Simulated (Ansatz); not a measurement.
# Ga2H6O2: small, medium and large basis sets

One table from this session's results is given with a row withheld; the runs are named, their logs left out.

Program: Ansatz 0.2.0, Gaussian basis. Level of theory: one geometry, several basis sets. These are calculated values, not measurements.

The runs, in order: PBE0-D4/def2-SVP; ωB97M-V/def2-SVP; PBE0-D4/def2-QZVPP; ωB97M-V/def2-QZVPP; the functionals' def2-TZVPP values are taken from earlier runs.

## The geometry

The geometry comes from an earlier relaxation with PBE0-D4 in a triple-zeta def2 set; it is a stationary point, not always the lowest conformer.

10 atoms, charge 0, spin multiplicity 1.

Atoms are counted from 1 here; the program's logs count them from 0.

Bond lengths: O1–Ga2 1.962 Å, O1–Ga4 1.962 Å, O1–H5 0.959 Å, Ga2–O3 1.962 Å, Ga2–H6 1.564 Å, Ga2–H7 1.563 Å, O3–Ga4 1.962 Å, O3–H8 0.959 Å, Ga4–H9 1.563 Å, Ga4–H10 1.564 Å. Angles: Ga2–O1–Ga4 97.8°, Ga2–O1–H5 115.0°, Ga4–O1–H5 115.0°, O1–Ga2–O3 82.2°, O1–Ga2–H6 110.5°, O1–Ga2–H7 107.5°, O3–Ga2–H6 107.5°, O3–Ga2–H7 110.6°, H6–Ga2–H7 128.7°, Ga2–O3–Ga4 97.8°, Ga2–O3–H8 115.0°, Ga4–O3–H8 115.0°, O1–Ga4–O3 82.2°, O1–Ga4–H9 107.5°, O1–Ga4–H10 110.5°, O3–Ga4–H9 110.6°, O3–Ga4–H10 107.5°, H9–Ga4–H10 128.7°.

The first run:

The input, in.yaml:

```yaml
crystal:
  periodic: [false, false, false]
  atoms:
    - {symbol: O, position_ang: [-0.226681, 0.940442, -0.853050]}
    - {symbol: Ga, position_ang: [-1.156128, 0.451149, 0.804113]}
    - {symbol: O, position_ang: [0.228356, -0.938391, 0.854272]}
    - {symbol: Ga, position_ang: [1.155407, -0.451328, -0.805076]}
    - {symbol: H, position_ang: [0.105096, 1.840174, -0.881059]}
    - {symbol: H, position_ang: [-2.515803, -0.250982, 0.483333]}
    - {symbol: H, position_ang: [-0.854921, 1.564540, 1.859626]}
    - {symbol: H, position_ang: [-0.101809, -1.838711, 0.884969]}
    - {symbol: H, position_ang: [2.517406, 0.247886, -0.487999]}
    - {symbol: H, position_ang: [0.849087, -1.564778, -1.859119]}
basis:
  gaussian: {orbitals: def2-SVP}
hamiltonian: {xc: pbe0, dispersion: d4}
output: {orbitals: {seedname: orbitals}}
```

Run with:

```
$ ansatz run in.yaml --threads 4 --pin off --events-out ev --progress --plain --max-ram 10444MiB
```

Among the steps run: PBE0-D4 in def2-SVP; ωB97M-V in def2-SVP; PBE0-D4 in def2-QZVPP; ωB97M-V in def2-QZVPP.

One table of the session follows, with a row left open; its other results are not shown here.

It belongs to the step «Functionals by basis». 

| functional | basis | HOMO (eV) |
| --- | --- | --- |
| PBE0-D4 | def2-SVP | -7.96 |
| PBE0-D4 | def2-TZVPP | -8.02 |
| PBE0-D4 | def2-QZVPP | ? |
| ωB97M-V | def2-SVP | -10.16 |
| ωB97M-V | def2-TZVPP | -10.27 |
| ωB97M-V | def2-QZVPP | -10.28 |

Estimate the missing values for PBE0-D4, def2-QZVPP.

As computed: HOMO (eV): -8.03. In the column «HOMO (eV)» it lies between ωB97M-V, def2-SVP (-10.16) and PBE0-D4, def2-TZVPP (-8.02).
